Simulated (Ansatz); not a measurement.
**CH₈Si₂Te: one species, many methods**

Aim: compute CH₈Si₂Te with functionals from several rungs and with coupled cluster, and see how far each lands from CCSD(T) at the basis-set limit for the atomisation energy.

Program: Ansatz 0.2.0, Gaussian basis. Level of theory: functionals in def2-TZVPP, the program's frozen cores in correlated methods. These are calculated values, not measurements.

The runs, in order: PBE-D4, r2SCAN-D4, PBE0-D4, B3LYP-D4, ωB97X-V, ωB97M-V, B2PLYP; CCSD(T)/def2-TZVPP; MP2/def2-QZVPP; extrapolation to the limit.

## 1. The relaxed structure

All runs share one geometry, relaxed beforehand with PBE0-D4 in a triple-zeta def2 set. Te takes the def2 core potential; no spin-orbit term is included.

SMILES `[SiH3][SiH2]C[TeH]`, 12 atoms, charge 0, spin multiplicity 1.

Atoms are counted from 1 here; the program's logs count them from 0.

Bond lengths: Si1–Si2 2.343 Å, Si1–H5 1.489 Å, Si1–H6 1.490 Å, Si1–H7 1.485 Å, Si2–C3 1.877 Å, Si2–H8 1.490 Å, Si2–H9 1.493 Å, C3–Te4 2.148 Å, C3–H10 1.090 Å, C3–H11 1.092 Å, Te4–H12 1.659 Å. Angles: Si2–Si1–H5 109.3°, Si2–Si1–H6 109.6°, Si2–Si1–H7 112.2°, H5–Si1–H6 108.3°, H5–Si1–H7 109.1°, H6–Si1–H7 108.3°, Si1–Si2–C3 110.0°, Si1–Si2–H8 110.3°, Si1–Si2–H9 110.2°, C3–Si2–H8 108.8°, C3–Si2–H9 109.9°, H8–Si2–H9 107.6°, Si2–C3–Te4 110.4°, Si2–C3–H10 113.6°, Si2–C3–H11 110.0°, Te4–C3–H10 109.2°, Te4–C3–H11 104.5°, H10–C3–H11 108.6° and more.

## 2. PBE-D4 (GGA)

Input file in.yaml:

```yaml
crystal:
  periodic: [false, false, false]
  atoms:
    - {symbol: Si, position_ang: [-1.212873, 1.336847, -0.593772]}
    - {symbol: Si, position_ang: [0.111449, 0.211812, 0.977657]}
    - {symbol: C, position_ang: [1.461493, -0.756330, 0.104492]}
    - {symbol: Te, position_ang: [0.606560, -2.100256, -1.336915]}
    - {symbol: H, position_ang: [-0.357509, 1.789621, -1.725383]}
    - {symbol: H, position_ang: [-1.825402, 2.538704, 0.039143]}
    - {symbol: H, position_ang: [-2.304862, 0.480523, -1.123216]}
    - {symbol: H, position_ang: [-0.720774, -0.733527, 1.773441]}
    - {symbol: H, position_ang: [0.720848, 1.187630, 1.929865]}
    - {symbol: H, position_ang: [2.103633, -1.317895, 0.782300]}
    - {symbol: H, position_ang: [2.084234, -0.080904, -0.486375]}
    - {symbol: H, position_ang: [-0.589996, -2.611224, -0.307340]}
basis:
  gaussian: {orbitals: def2-TZVPP}
hamiltonian: {xc: pbe, dispersion: d4}
output: {forces: true, orbitals: {seedname: orbitals}}
```

Command:

```bash
> ansatz run in.yaml --threads 4 --pin off --events-out ev --progress --plain --max-ram 10444MiB
```

After this run come: r2SCAN-D4 (meta-GGA); PBE0-D4 (hybrid); B3LYP-D4 (hybrid); ωB97X-V (range-separated); ωB97M-V (range-separated); B2PLYP (double hybrid); CCSD(T) in def2-TZVPP; MP2 in def2-QZVPP.

Q: Predict the results of all the runs planned. Wanted: atomisation energy, CCSD(T)/CBS; farthest; mean size of error, hybrid; mean size of error, range-separated; gap, smallest and largest; T1 diagnostic; triples share of the correlation energy.

**Answer**, as computed:

```
                               quantity                                          value
        atomisation energy, CCSD(T)/CBS                                      37.558 eV
    functionals within 0.376 eV (1.0 %)  PBE-D4, r2SCAN-D4, B3LYP-D4, ωB97X-V, ωB97M-V
                               farthest                             B2PLYP (-0.853 eV)
             mean size of error, hybrid                                       0.356 eV
    mean size of error, range-separated                                       0.178 eV
              gap, smallest and largest            3.48 eV (PBE-D4), 9.52 eV (ωB97X-V)
                          T1 diagnostic                                         0.0116
triples share of the correlation energy                                          3.1 %
```

What this shows: PBE-D4 is off by -0.272 eV. Double hybrids carry the basis error of their MP2 part in triple zeta, and no dispersion term here, so their miss is partly the set-up's. The reference freezes the cores and leaves out spin-orbit coupling and excitations past (T), and its outer-core shells are covered unevenly, so misses under about 0.376 eV can't be ranked. All levels share the lack of spin-orbit coupling, which lowers the free heavy atoms and so the true binding. Hartree-Fock recovers 74 % of the binding; the rest is correlation. The gap grows from 3.5 to 9.5 eV across the functionals, mostly with the share of exact exchange. Correlated methods include outer-core shells of Te, which these sets cover unevenly.
